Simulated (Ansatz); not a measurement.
# ZnSnSb2: convergence and cost

The task here is to estimate one member of a computed series from the others.

Computed with Ansatz 0.2.0 (DFT PBEsol, scalar-relativistic, plane waves, PAW, unless a step's input says otherwise).

1 further run of the same task is left out (it didn't finish).

### Starting point

The structure is tetragonal, space group P-4m2 (No. 115). Conventional cell: a = 4.486 Å, b = 4.486 Å, c = 6.276 Å, α = 90.00°, β = 90.00°, γ = 90.00°. Zn (site symmetry -4m2) has 4 Sb at 2.64 Å as nearest neighbours. Sn (site symmetry -4m2) is surrounded by 4 Sb at 2.84 Å. Sb (site symmetry 2mm) has 2 Zn at 2.64 Å and 2 Sn at 2.84 Å as nearest neighbours.

As a file:

```xyz
4
Lattice="4.4856 0.0000 0.0000 0.0000 4.4856 0.0000 0.0000 0.0000 6.2755" Properties=species:S:1:pos:R:3 pbc="T T T"
Zn    0.0000    0.0000    0.0000
Sn    2.2428    2.2428    3.1378
Sb    0.0000    2.2428    1.3957
Sb    2.2428    0.0000    4.8798
```

The structure comes from the Materials Project (structure only); it is used as listed.

The first run:

The input, input.yaml:

```yaml
crystal:
  lattice:
    - [4.48564403, 0.0, 0.0]
    - [0.0, 4.48564403, 0.0]
    - [0.0, 0.0, 6.27554225]
  atoms:
    - { symbol: Zn, position: [0.0, 0.0, 0.0] }
    - { symbol: Sn, position: [0.5, 0.5, 0.5] }
    - { symbol: Sb, position: [0.0, 0.5, 0.22240342] }
    - { symbol: Sb, position: [0.5, 0.0, 0.77759658] }
basis:
  ecutwfc: 420
kpoints:
  mp_grid: { grid: [4, 4, 4] }
hamiltonian:
  xc: pbesol
scf:
  occupations: { method: gaussian, width: 0.1 }
output:
  forces: true
  stress: true
  eigenvalues: true
```

Steps of the session up to this table: A first look at the start; Base run on a denser mesh; Plane-wave cutoff set to 250 eV; Plane-wave cutoff set to 300 eV; Plane-wave cutoff set to 350 eV; Plane-wave cutoff set to 500 eV.

One table of the session follows, with a row left open; its other results are not shown here.

```
cutoff (eV)  ΔE (meV/atom)  pressure (GPa)  largest change of a force component (eV/Å)
        250            997           -0.63                                       0.139
        300           87.6           -0.56                                       0.020
        350           5.83           -0.78                                       0.003
        420              ?               ?                                           ?
        500           0.00           -0.81                                       0.000
```

Q: Estimate the row for cutoff (eV) = 420 from the others.

Worked estimate for «ΔE (meV/atom)». A straight line through the neighbours (350, 5.83) and (500, 0.00) gives 5.83 + (0.00 − 5.83) × (420 − 350) / (500 − 350) = 3.11; a parabola fitted to 3 rows on both sides gives -41.59.

**Answer.** ΔE (meV/atom): 1.27; pressure (GPa): -0.81; largest change of a force component (eV/Å): 0.000. In «ΔE (meV/atom)» the line misses by +1.84 and the parabola by -42.86. Between these rows the values bend or scatter more than so simple an estimate can follow.

To keep in mind: The energy still moves by 1.27 meV/atom between the last two values of the plane-wave cutoff, so 1 meV/atom is not shown to be reached. Warnings in the runs' records: cutoff below recommended, force scf threshold loose, stress scf threshold loose.
